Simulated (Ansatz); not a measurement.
Crystal: Br.

```
CELL_PARAMETERS angstrom
3.36325 -2.32255 0.00000
3.36325 2.32255 0.00000
0.00000 0.00000 8.70230
ATOMIC_POSITIONS crystal
Br 0.36510 0.63490 0.39010
Br 0.13490 0.86510 0.89010
Br 0.63490 0.36510 0.60990
Br 0.86510 0.13490 0.10990
```

Base run:

| Quantity | Value |
| --- | --- |
| Program | Ansatz 0.2.0 |
| Functional | LDA |
| Potentials or basis | Ansatz PAW |
| Cutoff | 420 eV |
| Density cutoff | 1680 eV |
| k mesh | 6 × 6 × 4 |
| Occupations | fixed |
| Spin | no spin polarisation |

Its results: band gap on the k mesh 1.74 eV, indirect (least direct gap 1.77 eV); pressure -1.2 GPa; largest force 0.695 eV/Å.

Problem. The run is repeated on the same cell with these changes: functional from LDA to r2SCAN; cutoff from 420 eV to 500 eV; density cutoff from 1680 eV to 2000 eV; level from lda to r2scan. What comes out?

Solution. Band gap on the k mesh 2.17 eV, indirect (least direct gap 2.24 eV); pressure 0.7 GPa; largest force 0.593 eV/Å.

Caveats: the PAW data sets come from PBE, with cores solved anew for the run's functional, which leaves a small shift of forces and pressure.

Not every run made on this cell is shown here.
